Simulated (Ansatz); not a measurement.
# CH7ClFNSi2: the cost of one run

Method: RKS B3LYP-D4/def2-SVP, in Ansatz 0.2.0.

### 1 The system as given

Bond lengths: N1–Si2 1.721 Å, Si2–Si3 2.323 Å, Si2–C4 1.833 Å, C4–F5 1.405 Å, C4–Cl6 1.838 Å, N1–H7 1.013 Å, N1–H8 0.961 Å, Si2–H9 1.533 Å, Si3–H10 1.500 Å, Si3–H11 1.453 Å, Si3–H12 1.529 Å, C4–H13 1.032 Å. Angles (14 of 21 angles, heavy atoms first): N1–Si2–Si3 110.6°, N1–Si2–C4 120.7°, Si3–Si2–C4 101.4°, Si2–C4–F5 109.0°, Si2–C4–Cl6 109.0°, F5–C4–Cl6 105.0°, N1–Si2–H9 104.5°, Si3–Si2–H9 108.0°, C4–Si2–H9 111.2°, Si2–N1–H7 109.0°, Si2–N1–H8 111.6°, Si2–Si3–H10 109.9°, Si2–Si3–H11 111.2°, Si2–Si3–H12 109.4°.

Structure file:

```xyz
13

N    -1.2019   -1.1802    1.0799
Si   -0.2042    0.1427    0.6143
Si    1.6940   -0.6159   -0.4894
C    -0.8196    1.4148   -0.5537
F    -1.2786    0.7811   -1.7206
Cl   -2.3072    2.2197    0.1668
H    -1.5908   -1.6090    0.2491
H    -0.7188   -1.8187    1.6109
H     0.2382    0.7754    1.9390
H     2.6005    0.5388   -0.7961
H     1.3442   -1.3501   -1.6931
H     2.4846   -1.5415    0.4356
H    -0.2200    2.2083   -0.8279
```

### 2 Relaxing end A

Contents of input.yaml:

```yaml
crystal:
  periodic: [false, false, false]
  atoms:
    - { symbol: "N", position_ang: [-1.2019, -1.1802, 1.0799] }
    - { symbol: Si, position_ang: [-0.2042, 0.1427, 0.6143] }
    - { symbol: Si, position_ang: [1.694, -0.6159, -0.4894] }
    - { symbol: C, position_ang: [-0.8196, 1.4148, -0.5537] }
    - { symbol: F, position_ang: [-1.2786, 0.7811, -1.7206] }
    - { symbol: Cl, position_ang: [-2.3072, 2.2197, 0.1668] }
    - { symbol: H, position_ang: [-1.5908, -1.609, 0.2491] }
    - { symbol: H, position_ang: [-0.7188, -1.8187, 1.6109] }
    - { symbol: H, position_ang: [0.2382, 0.7754, 1.939] }
    - { symbol: H, position_ang: [2.6005, 0.5388, -0.7961] }
    - { symbol: H, position_ang: [1.3442, -1.3501, -1.6931] }
    - { symbol: H, position_ang: [2.4846, -1.5415, 0.4356] }
    - { symbol: H, position_ang: [-0.22, 2.2083, -0.8279] }
basis:
  gaussian: { orbitals: def2-SVP }
hamiltonian:
  xc: b3lyp
  dispersion: d4
relax:
  f_tol: 0.015
  max_steps: 40
output:
  orbitals: {}
```

On the command line:

```console
ansatz run input.yaml --threads 2 --pin off --max-ram 3072MiB --backend cpu --events-out ev --progress --plain --runs-dir out
```

**Question.** How long does this run take on 2 threads of AMD EPYC 9R45 (Zen 5), shared host, and how much memory does it need?

About 36 s, with a peak of 0.36 GiB.
